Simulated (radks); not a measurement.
**Tc⁴¹⁺ in [He]: an all-electron calculation**

Wanted: eigenvalues, radial structure and energy terms of the technetium ion Tc41+.

The numbers are computed with radks (a radial shooting solver on a logarithmic mesh, Libxc functionals) version 1 (Dirac Kohn-Sham, BLYP, spin-unpolarised, spherical densities, finite nucleus), except any that are marked as measured or tabulated.

## 1. The system

```
element            : technetium (Z = 43)
charge             : +41
electrons          : 2
configuration      : [He]
nuclear rms radius : 4.4112 fm
```

The outer shells:

Tc⁴¹⁺
```
1s [↑↓]
```

## 2. The calculation

Input:

```text
Z 43
configuration [He]
relativity Dirac
functional b88,lyp
spin unpolarised
j_filling average
nucleus finite rms 4.4112 fm
c 137.035999084
```

Q: Predict the outcome of this run.

As calculated:

| quantity | value |
| --- | --- |
| total energy | -1868.96567 hartree |
| exchange-correlation share of it | 1.48 % |
| −T/E | 1.0528 |
| highest occupied level | 1s1/2, -24776 eV |
| most extended occupied level | 1s1/2, <r> = 0.0340 bohr |
| radius at density 0.001 e/bohr³ | 0.207 bohr |
| maxima of the radial density | 1 |
| ionisation energy, NIST | 25004.5 (theory) eV |

**Reading.** 1 principal shells are occupied and 1 maxima appear in the radial density. −T/E is 1.053: with relativity the kinetic term as defined here no longer equals −E. The top level binds by 24776 eV, 99 % of the NIST ionisation energy of 25004.5 eV. 
